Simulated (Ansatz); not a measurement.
# FH6PSi2: up Jacob's ladder to CCSD(T)

Aim: compute FH6PSi2 with functionals from several rungs and with coupled cluster. The yardstick is the atomisation energy at the CCSD(T) limit.

Method: functionals in def2-TZVPP, the program's frozen cores in correlated methods; program: Ansatz 0.2.0, Gaussian basis.

The runs, in order: LDA (SPW92), PBE-D4, revPBE-D4, BLYP-D4, r2SCAN-D4, B97M-V, PBE0-D4, B3LYP-D4, r2SCANh-D4, r2SCAN0-D4, HSE06-D4, BHLYP-D4, CAM-B3LYP-D4, LC-ωPBE, ωB97X-V, ωB97M-V, B2PLYP, PBE-QIDH; CCSD(T)/def2-SVP; CCSD(T)/def2-TZVPP; MP2/def2-QZVPP; extrapolation to the limit; RPA on PBE.

## 1. The relaxed structure

The geometry comes from an earlier relaxation with PBE0-D4 in a triple-zeta def2 set; it is a stationary point, not always the lowest conformer.

SMILES `F[SiH2]P[SiH3]`, 10 atoms, charge 0, spin multiplicity 1.

Atoms are counted from 1 here; the program's logs count them from 0.

Bond lengths: F1–Si2 1.602 Å, Si2–P3 2.240 Å, Si2–H5 1.485 Å, Si2–H6 1.484 Å, P3–Si4 2.254 Å, P3–H7 1.424 Å, Si4–H8 1.486 Å, Si4–H9 1.485 Å, Si4–H10 1.485 Å. Angles: F1–Si2–P3 107.7°, F1–Si2–H5 106.8°, F1–Si2–H6 108.4°, P3–Si2–H5 114.5°, P3–Si2–H6 109.0°, H5–Si2–H6 110.1°, Si2–P3–Si4 96.1°, Si2–P3–H7 91.9°, Si4–P3–H7 94.9°, P3–Si4–H8 113.0°, P3–Si4–H9 107.2°, P3–Si4–H10 108.8°, H8–Si4–H9 109.2°, H8–Si4–H10 109.2°, H9–Si4–H10 109.3°.

Geometry (Å):

```xyz
10
charge 0, multiplicity 1
F    -1.6587    0.4723    1.9974
Si   -1.0290    1.1108    0.6700
P     1.1368    0.5449    0.6023
Si    0.8527   -1.3562   -0.5753
H    -1.8345    0.6064   -0.4715
H    -1.1407    2.5878    0.7610
H     1.3627    1.3627   -0.5409
H     0.0550   -1.1589   -1.8136
H     0.1518   -2.3213    0.3096
H     2.1872   -1.8999   -0.9360
```

## 2. LDA

This LDA is Slater exchange with PW92 correlation.

in.yaml

```yaml
crystal:
  periodic: [false, false, false]
  atoms:
    - {symbol: F, position_ang: [-1.658695, 0.472306, 1.997380]}
    - {symbol: Si, position_ang: [-1.029045, 1.110825, 0.670047]}
    - {symbol: P, position_ang: [1.136821, 0.544894, 0.602251]}
    - {symbol: Si, position_ang: [0.852747, -1.356162, -0.575298]}
    - {symbol: H, position_ang: [-1.834524, 0.606448, -0.471516]}
    - {symbol: H, position_ang: [-1.140688, 2.587845, 0.760963]}
    - {symbol: H, position_ang: [1.362659, 1.362697, -0.540885]}
    - {symbol: H, position_ang: [0.054960, -1.158890, -1.813642]}
    - {symbol: H, position_ang: [0.151812, -2.321307, 0.309621]}
    - {symbol: H, position_ang: [2.187153, -1.899856, -0.936022]}
basis:
  gaussian: {orbitals: def2-TZVPP}
hamiltonian: {xc: lda}
output: {orbitals: {seedname: orbitals}}
```

Command:

```console
ansatz run in.yaml --threads 2 --pin off --events-out ev --progress --plain --max-ram 4352MiB
```

The runs that follow: PBE-D4 (GGA); revPBE-D4 (GGA); BLYP-D4 (GGA); r2SCAN-D4 (meta-GGA); B97M-V (meta-GGA); B3LYP-D4 (hybrid); r2SCANh-D4 (hybrid); r2SCAN0-D4 (hybrid); HSE06-D4 (hybrid); BHLYP-D4 (hybrid); CAM-B3LYP-D4 (range-separated); LC-ωPBE (range-separated); ωB97X-V (range-separated); ωB97M-V (range-separated); B2PLYP (double hybrid); PBE-QIDH (double hybrid); CCSD(T) in def2-SVP; CCSD(T) in def2-TZVPP; MP2 in def2-QZVPP; RPA on PBE orbitals.

**Question.** What will the summary of the whole plan be? Wanted: atomisation energy, CCSD(T)/CBS; farthest beyond LDA; mean size of error, GGA; mean size of error, meta-GGA; mean size of error, hybrid; mean size of error, range-separated; mean size of error, double hybrid; gap, smallest and largest; T1 diagnostic.

As calculated:

| quantity | value |
| --- | --- |
| atomisation energy, CCSD(T)/CBS | 31.781 eV |
| functionals within 0.159 eV (0.5 %) | r2SCAN-D4, B3LYP-D4, CAM-B3LYP-D4, ωB97M-V |
| farthest beyond LDA | revPBE-D4 (-0.765 eV) |
| mean size of error, GGA | 0.453 eV |
| mean size of error, meta-GGA | 0.185 eV |
| mean size of error, hybrid | 0.390 eV |
| mean size of error, range-separated | 0.255 eV |
| mean size of error, double hybrid | 0.591 eV |
| gap, smallest and largest | 5.23 eV (LDA (SPW92)), 12.06 eV (LC-ωPBE) |
| T1 diagnostic | 0.0130 |
| triples share of the correlation energy | 3.4 % |

LDA overbinds by 3.550 eV (11 %). PBE-D4 is off by -0.268 eV. Double hybrids carry the basis error of their MP2 part in triple zeta, and no dispersion term here, so their miss is partly the set-up's. By mean error the best rung here is meta-GGA (0.185 eV) and the worst beyond LDA is double hybrid (0.591 eV). The gap between the best rungs is small, so their order is not settled. The reference freezes the cores and leaves out relativity and excitations past (T), so misses under about 0.159 eV can't be ranked. Hartree-Fock recovers 74 % of the binding; the rest is correlation. CCSD(T) in def2-SVP is off by -2.819 eV, which most functionals beat. The gap grows from 5.2 to 12.1 eV across the functionals, mostly with the share of exact exchange.
